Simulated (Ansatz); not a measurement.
# RPA@PBE0/aug-cc-pVDZ run of BBrF2 (SMILES FB(F)Br)

Aim: the energy change on altering one bond length of BBrF2 at RPA@PBE0/aug-cc-pVDZ, from 2 runs. 

The results are computed with Ansatz 0.2.0.

45 further runs of the same task are left out: 3 that didn't finish, 42 set aside as unsound or not needed.

## Step 1: Starting point

BBrF2 has 4 atoms, charge 0, and is taken as a singlet. SMILES: `FB(F)Br`. The coordinates come from a PBE0-D4/def2-TZVP relaxation.

Bond lengths: F1–B2 1.309 Å, B2–F3 1.309 Å, B2–Br4 1.903 Å. Angles: F1–B2–F3 119.2°, F1–B2–Br4 120.4°, F3–B2–Br4 120.4°.

## Step 2: A single-point energy at RPA@PBE0/aug-cc-pVDZ

Input file run.yaml:

```yaml
crystal:
  periodic: [false, false, false]
  atoms:
    - symbol: F
      position_ang: [-0.215650, -1.366490, -0.109870]
    - symbol: B
      position_ang: [-0.127940, -0.063330, -0.022770]
    - symbol: F
      position_ang: [-1.212420, 0.659630, -0.144250]
    - symbol: Br
      position_ang: [1.556010, 0.770190, 0.276890]
basis:
  gaussian: {orbitals: aug-cc-pVDZ}
hamiltonian: {xc: pbe0}
correlation: {method: rpa, frozen_orbitals: {B: 1, Br: 9, F: 1}}
accuracy: high
```

Command:

```
$ ansatz run run.yaml --threads 1 --pin off --max-ram 3480MiB --events-out events.jsonl --progress --plain --runs-dir runs
```

Standard output:

```text
Warning: RAYON_NUM_THREADS=1 ignored (pool sized by the plan → 1); use --threads N
Functional definition: PBE0
  name "PBE0"
  parameter a = 0.25
  parameter kappa = 0.804
  parameter beta = 0.06672455060314922
  exchange = (1 - a)*pbe_x(kappa = kappa, mu = beta*pi^2/3) + a*exact_x
  correlation = pbe_c(beta = beta)
2019 factors; integrals over basis functions are off by at most 4.3e-9 eV
mean field evaluation 1: about -76144.1341 eV, gradient 3.6e1 eV
mean field evaluation 2: about -76144.2293 eV, gradient 3.6e1 eV
mean field evaluation 4: about -76146.2017 eV, gradient 2.3e0 eV
mean field evaluation 8: about -76146.2170 eV, gradient 3.0e-2 eV
mean field evaluation 16: about -76146.2170 eV, gradient 1.4e-6 eV
mean field -76146.21700313 eV, -2798.3218611054 hartree, gradient 3.7e-8 eV, S^2 0.000000; 0 other end points of the search recorded, 0 dependent functions left out
12 core orbitals not correlated: weight in the atoms' cores, before any rotation towards them, 1.000 or more for the frozen orbitals, at most 0.000 for the correlated occupied ones
reference -76086.04173482 eV, -2796.1104607831 hartree; 17, 17 occupied and 76, 76 virtual orbitals, 2019 factors
Total energy: -76108.98166464 eV, -2796.9534876547 hartree
```

It took 19 s on 1 thread of Arm Neoverse V1, shared host; peak memory 0.36 GiB.

## Step 3: The distorted shape, same level

Input file molecule.yaml:

```yaml
crystal:
  periodic: [false, false, false]
  atoms:
    - symbol: F
      position_ang: [-1.562769, -2.033286, -0.349591]
    - symbol: B
      position_ang: [-1.475059, -0.730126, -0.262491]
    - symbol: F
      position_ang: [-2.559539, -0.007166, -0.383971]
    - symbol: Br
      position_ang: [1.556010, 0.770190, 0.276890]
basis:
  gaussian:
    orbitals: aug-cc-pVDZ
hamiltonian:
  xc: {name: PBE0}
correlation:
  method: rpa
  frozen_orbitals: {B: 1, Br: 9, F: 1}
accuracy: high
```

Command:

```
$ ansatz run molecule.yaml --threads 1 --pin off --max-ram 3480MiB --events-out events.jsonl --progress --plain --runs-dir runs
```

Standard output (excerpt; [...] marks lines left out):

```text
Warning: RAYON_NUM_THREADS=1 ignored (pool sized by the plan → 1); use --threads N
Functional definition: PBE0
  name "PBE0"
[...]
2008 factors; integrals over basis functions are off by at most 4.3e-9 eV
[...]
mean field -76141.87043036 eV, -2798.1621275022 hartree, gradient 5.2e-8 eV, S^2 0.000000; 0 other end points of the search recorded, 0 dependent functions left out; unrestricted orbitals would lower it
unrestricted determinant -76083.31928148 eV, -2796.0104124682 hartree, S^2 0.9240
12 core orbitals not correlated: weight in the atoms' cores, before any rotation towards them, 1.000 or more for the frozen orbitals, at most 0.000 for the correlated occupied ones
reference -76080.97542153 eV, -2795.9242772038 hartree; 17, 17 occupied and 76, 76 virtual orbitals, 2008 factors
Total energy: -76104.87427368 eV, -2796.8025438213 hartree
```

It took 25 s on 1 thread of Arm Neoverse V1, shared host; peak memory 0.46 GiB.

## Step 4: Summary of results

At RPA@PBE0/aug-cc-pVDZ, 12 core orbitals frozen:

| quantity | value |
| --- | --- |
| first shape: total energy | -2796.95349 Eh |
| first shape: RPA correlation energy (valence) | -843.0 mEh |
| distorted shape: total energy | -2796.80254 Eh |
| distorted shape: RPA correlation energy (valence) | -878.3 mEh |
| energy change with the B2–Br4 bond stretched from 1.903 to 3.425 Å | 4.107 eV |

In words: With the B2–Br4 bond stretched from 1.903 to 3.425 Å the energy rises by 4.11 eV (396 kJ/mol). The first shape isn't relaxed at this level, so the change isn't measured from a minimum. The restricted solution (distorted shape) is unstable to spin breaking: an unrestricted one lies lower.
